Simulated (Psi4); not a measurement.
**One shape, several levels: doublet [SiCNClF2]+**

Wanted: a comparison of 4 runs (UHF/STO-3G, UHF/3-21G, UB3LYP/6-31G*) of doublet [SiCNClF2]+. 

The results are computed with Psi4 1.11.

3 further runs of the same task are left out: 2 that didn't finish, 1 set aside as unsound or not needed.

### 1 The system as given

[SiCNClF2]+ has 6 atoms, charge +1, and is taken as a doublet. SMILES of the parent species: `N#C[Si](F)(F)Cl`. The shape is that of a PBE0-D4/def2-TZVP optimisation. That shape belongs to the parent species and isn't relaxed for this state.

Bond lengths: N1–C2 1.150 Å, C2–Si3 1.827 Å, Si3–F4 1.567 Å, Si3–F5 1.567 Å, Si3–Cl6 1.998 Å. Angles: N1–C2–Si3 179.1°, C2–Si3–F4 108.2°, C2–Si3–F5 108.2°, C2–Si3–Cl6 110.3°, F4–Si3–F5 108.8°, F4–Si3–Cl6 110.6°, F5–Si3–Cl6 110.6°.

### 2 A single-point energy at UHF/STO-3G (run 1)

calc.inp reads:

```
memory 2.2 GB

molecule {
  1 2
  N      3.63847868    -2.06395887     2.03599093
  C      1.94660688    -1.15141013     1.02045211
  Si    -0.74530798     0.33391461    -0.54858749
  F     -2.81172350    -1.73911495    -0.99720848
  F      0.16554001     1.35909103    -3.17285016
  Cl    -2.11441456     3.14053585     1.57489775
  units au
  symmetry c1
}

set {
  basis STO-3G
  reference uhf
  puream true
  e_convergence 1e-09
  d_convergence 1e-08
  scf_type pk
  maxiter 100
}

energy("scf")
```

Launch:

```bash
$ psi4 -n 1 calc.inp calc.out
```

calc.out:

```text
[...]
  Running in c1 symmetry.
[...]
  Nuclear repulsion =  351.977763021774024
[...]
  Multiplicity = 2
[...]
  Nalpha       = 31
  Nbeta        = 30
[...]
    Number of basis functions: 38
[...]
   @UHF iter   1: -1026.81736748238382   -1.84943e+00   1.46968e-02 ADIIS/DIIS
[...]
   @UHF iter  21: -1027.11821667185200   -2.04636e-12   8.47833e-09 DIIS
[...]
   @S^2 Observed:                1.129248361E+00
[...]
    Orbital Energies [Eh]
    ---------------------
    Alpha Occupied:
       1A   -103.895609     2A    -68.437428     3A    -26.141693
       4A    -26.141532     5A    -15.973261     6A    -11.497941
       7A    -10.581269     8A     -8.025331     9A     -8.019051
      10A     -8.018779    11A     -6.403982    12A     -4.430671
      13A     -4.430216    14A     -4.429964    15A     -1.738026
      16A     -1.711026    17A     -1.659144    18A     -1.248436
      19A     -1.133914    20A     -1.017712    21A     -0.938164
      22A     -0.938039    23A     -0.833336    24A     -0.776179
      25A     -0.771547    26A     -0.709456    27A     -0.706832
      28A     -0.688593    29A     -0.643657    30A     -0.612274
      31A     -0.607440
[...]
  @UHF Final Energy: -1027.11821667185200
   => Energetics <=
    Nuclear Repulsion Energy =            351.9777630217740239
    One-Electron Energy =               -2113.2914845350314863
    Two-Electron Energy =                 734.1955048414052953
    Total Energy =                      -1027.1182166718522240
  UHF NO Occupations:
  HONO-2 :   29  A 1.9026397
  HONO-1 :   30  A 1.9017363
[...]
 Multipole Moments:
 ------------------------------------------------------------------------------------
     Multipole            Electronic (a.u.)      Nuclear  (a.u.)        Total (a.u.)
 ------------------------------------------------------------------------------------
 L = 1.  Multiply by 2.5417464519 to convert [e a0] to [Debye]
 Dipole X            :          1.1251304            1.5101730            2.6353034
 Dipole Y            :         -1.4140060           -0.5214814           -1.9354874
 Dipole Z            :         -0.4742393            1.3238881            0.8496488
 Magnitude           :                                                    3.3782893
[...]
```

Run time: 3.9 s. Hardware: 1 thread of AMD EPYC 7R43 (Zen 3), shared host; peak memory 0.18 GiB.

### 3 Energy and forces at UHF/3-21G (run 2)

job.py reads:

```python
import psi4

psi4.set_memory(2200000000)
psi4.set_num_threads(1)
psi4.core.set_output_file('output.dat', False)

molecule = psi4.geometry("""
1 2
N      1.925400    -1.092200     1.077400
C      1.030100    -0.609300     0.540000
Si    -0.394400     0.176700    -0.290300
F     -1.487900    -0.920300    -0.527700
F      0.087600     0.719200    -1.679000
Cl    -1.118900     1.661900     0.833400
symmetry c1
no_reorient
no_com
""")

psi4.set_options({
    'basis': '3-21G',
    'reference': 'uhf',
    'puream': True,
    'e_convergence': 1e-09,
    'd_convergence': 1e-08,
    'scf_type': 'pk',
    'maxiter': 100,
})

result = psi4.gradient('hf')
print('gradient / Eh bohr^-1')
print(result.np.round(6))
```

Launch:

```bash
$ python job.py
```

output.dat, cut to the lines that bear on the results:

```text
[...]
  Running in c1 symmetry.
[...]
  Nuclear repulsion =  351.977762816507550
[...]
  Multiplicity = 2
[...]
  Nalpha       = 31
  Nbeta        = 30
[...]
    Number of basis functions: 62
[...]
   @UHF iter   1: -1033.83817036874962   -4.48577e-01   7.25467e-03 DIIS/ADIIS
[...]
   @UHF iter  44: -1033.99214606575379   -2.56932e-11   8.13200e-09 DIIS
[...]
   @S^2 Observed:                7.768845950E-01
[...]
  @UHF Final Energy: -1033.99214606575379
   => Energetics <=
    Nuclear Repulsion Energy =            351.9777628165075498
    One-Electron Energy =               -2117.4634472868783632
    Two-Electron Energy =                 731.4935384046170839
    Total Energy =                      -1033.9921460657537864
  UHF NO Occupations:
  HONO-2 :   29  A 1.9945328
  HONO-1 :   30  A 1.9927562
[...]
 Multipole Moments:
 ------------------------------------------------------------------------------------
     Multipole            Electronic (a.u.)      Nuclear  (a.u.)        Total (a.u.)
 ------------------------------------------------------------------------------------
 L = 1.  Multiply by 2.5417464519 to convert [e a0] to [Debye]
 Dipole X            :         34.6247507          -33.0460187            1.5787320
 Dipole Y            :        -33.9178766           33.2875257           -0.6303509
 Dipole Z            :         -0.6787693            1.9371583            1.2583889
 Magnitude           :                                                    2.1150129
[...]
  -Total Gradient:
     Atom            X                  Y                   Z
    ------   -----------------  -----------------  -----------------
       1       -0.083417167595     0.046860604246    -0.047422131179
       2        0.039406133888    -0.025290616339     0.017919194214
       3        0.050551848615    -0.021359831784     0.038513595235
       4        0.008444093691     0.025822104631     0.000295377102
       5       -0.018424675238    -0.002138170819     0.020009050927
       6        0.003439766639    -0.023894089934    -0.029315086315
[...]
```

The script printed:

```text
gradient / Eh bohr^-1
[[-0.083417  0.046861 -0.047422]
 [ 0.039406 -0.025291  0.017919]
 [ 0.050552 -0.02136   0.038514]
 [ 0.008444  0.025822  0.000295]
 [-0.018425 -0.002138  0.020009]
 [ 0.00344  -0.023894 -0.029315]]
```

It took 6 s on 1 thread of AMD EPYC 7R43 (Zen 3), shared host; peak memory 0.2 GiB.

Run 3 isn't shown in full; the table further down has it.

### 4 A single-point energy at UB3LYP/6-31G(d) (Cartesian functions) (run 4)

input.dat reads:

```
memory 2200 MB

molecule m {
  1 2
  N      1.925400    -1.092200     1.077400
  C      1.030100    -0.609300     0.540000
  Si    -0.394400     0.176700    -0.290300
  F     -1.487900    -0.920300    -0.527700
  F      0.087600     0.719200    -1.679000
  Cl    -1.118900     1.661900     0.833400
  symmetry c1
  no_reorient
  no_com
}

set globals {
  reference uks
  puream false
  e_convergence 1e-09
  d_convergence 1e-08
  scf_type pk
  dft_radial_points 99
  dft_spherical_points 590
  maxiter 100
}

e_tot, wfn = energy('b3lyp/6-31G*', return_wfn=True)
oeprop(wfn, 'WIBERG_LOWDIN_INDICES', 'LOWDIN_CHARGES', 'DIPOLE', title='B3LYP')
print_variables()
```

Launch:

```bash
$ psi4 input.dat output.dat -n 1
```

output.dat:

```text
[...]
  Running in c1 symmetry.
[...]
  Nuclear repulsion =  351.977762816507550
[...]
  Multiplicity = 2
[...]
  Nalpha       = 31
  Nbeta        = 30
[...]
    Number of basis functions: 98
[...]
   @UKS iter   1: -1041.67924637150122    1.47946e-01   6.99206e-03 DIIS/ADIIS
[...]
   @UKS iter  56: -1041.92450759706139   -7.61702e-11   7.07973e-09 DIIS
[...]
   @S^2 Observed:                7.554797292E-01
[...]
    Orbital Energies [Eh]
    ---------------------
    Alpha Occupied:
       1A   -101.875588     2A    -66.521020     3A    -24.955584
       4A    -24.955569     5A    -14.658647     6A    -10.519169
       7A     -9.793171     8A     -7.557268     9A     -7.551699
      10A     -7.544716    11A     -5.657545    12A     -4.017850
      13A     -4.017023    14A     -4.016235    15A     -1.456869
      16A     -1.436922    17A     -1.222203    18A     -1.160715
      19A     -0.874155    20A     -0.775254    21A     -0.743935
      22A     -0.740840    23A     -0.688855    24A     -0.686377
      25A     -0.677509    26A     -0.673708    27A     -0.648922
      28A     -0.648634    29A     -0.648054    30A     -0.635316
      31A     -0.625575
[...]
  @UKS Final Energy: -1041.92450759706139
   => Energetics <=
    Nuclear Repulsion Energy =            351.9777628165075498
    One-Electron Energy =               -2125.3804130696648826
    Two-Electron Energy =                 797.7402240825848594
    DFT Exchange-Correlation Energy =     -66.2620814264888764
    Empirical Dispersion Energy =           0.0000000000000000
    VV10 Nonlocal Energy =                  0.0000000000000000
    Total Energy =                      -1041.9245075970613925
[...]
 Multipole Moments:
 ------------------------------------------------------------------------------------
     Multipole            Electronic (a.u.)      Nuclear  (a.u.)        Total (a.u.)
 ------------------------------------------------------------------------------------
 L = 1.  Multiply by 2.5417464519 to convert [e a0] to [Debye]
 Dipole X            :         32.5789279          -33.0460187           -0.4670908
 Dipole Y            :        -32.2481123           33.2875257            1.0394134
 Dipole Z            :         -1.1002402            1.9371583            0.8369180
 Magnitude           :                                                    1.4138549
[...]
```

Wall time 1.9 min (1 thread of AMD EPYC 7R43 (Zen 3), shared host); peak memory 1.1 GiB.

### 5 The series

```tsv
run	level	task	integration grid	energy (Eh)	HOMO energy (eV)	LUMO energy (eV)	⟨S²⟩	wall time
1	UHF/STO-3G	energy	–	-1027.118217	-16.53	-8.04	1.129	3.9 s
2	UHF/3-21G	gradient	–	-1033.992146	-19.23	-11.80	0.777	6 s
3	UB3LYP/6-31G* (spherical functions)	gradient	99 radial × 590 angular	-1041.914039	-16.28	-15.23	0.755	1.8 min
4	UB3LYP/6-31G* (Cartesian functions)	energy	99 radial × 590 angular	-1041.924508	-16.28	-15.24	0.755	1.9 min
```

### 6 What came out

| quantity | value |
| --- | --- |
| run 4: total energy | -1041.92451 Eh |
| run 4: HOMO energy (highest over α and β) | -16.28 eV |
| run 4: LUMO energy (lowest over α and β) | -15.24 eV |
| run 4: ⟨S²⟩ | 0.755 |

**Reading.** In run 1 the basis is minimal, so the values are rough. Spin contamination of the reference: run 1 ⟨S²⟩ = 1.13. All runs together took 3.9 min, the longest 1.9 min.
